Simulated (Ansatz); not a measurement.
# ScPd: the cost of one run

Program: Ansatz 0.2.0. Level of theory: DFT, r2SCAN, PAW with Ansatz's default frozen-core files, scalar-relativistic. These are calculated values, not measurements.

## (1) The system as given

The structure is cubic, space group Pm-3m (No. 221). The conventional cell has a = 3.283 Å, b = 3.283 Å, c = 3.283 Å, α = 90.00°, β = 90.00°, γ = 90.00°. Sc (site symmetry m-3m) is surrounded by 8 Pd at 2.84 Å. Around Pd (site symmetry m-3m) lie 8 Sc at 2.84 Å.

As a file:

```cif
data_structure
_symmetry_space_group_name_H-M 'P 1'
_symmetry_Int_Tables_number 1
_cell_length_a 3.2830
_cell_length_b 3.2830
_cell_length_c 3.2830
_cell_angle_alpha 90.000
_cell_angle_beta 90.000
_cell_angle_gamma 90.000
_cell_volume 35.38
loop_
_atom_site_label
_atom_site_type_symbol
_atom_site_fract_x
_atom_site_fract_y
_atom_site_fract_z
_atom_site_occupancy
Sc1 Sc 0.50000 0.50000 0.50000 1
Pd1 Pd 0.00000 0.00000 0.00000 1
```

Atoms are numbered in the order of the input: Sc1, Pd2.

## (2) Free moments from the typed start, PAW

input.yaml reads:

```yaml
crystal:
  lattice:
    - [3.283, 0.0, 0.0]
    - [0.0, 3.283, 0.0]
    - [0.0, 0.0, 3.283]
  atoms:
    - { symbol: Sc, position: [0.5, 0.5, 0.5], spin: 1.0 }
    - { symbol: Pd, position: [0.0, 0.0, 0.0], spin: 0.6 }
magnetization:
  spin_polarized: true
kpoints:
  mp_grid: { grid: [10, 10, 10] }
scf:
  occupations: { method: fermi_dirac, width: 0.03 }
  lower_state_search: "off"
hamiltonian:
  xc: r2scan
  pseudopotentials: { kind: paw }
output:
  forces: true
  stress: true
  eigenvalues: true
  populations: true
  dos: { projected: true, de: 0.1, e_range: [-8, 5] }
  write_density: true
  write_potential: true
  elf: true
  volumetric_format: npy
```

Started as:

```
$ ansatz run input.yaml --threads 1 --pin off --max-ram 3072MiB --backend cpu --events-out ev --progress --plain --runs-dir out
```

What time and memory should one allow on 1 thread of Arm Neoverse N1, shared host?

About 38 s, with a peak of 0.42 GiB.
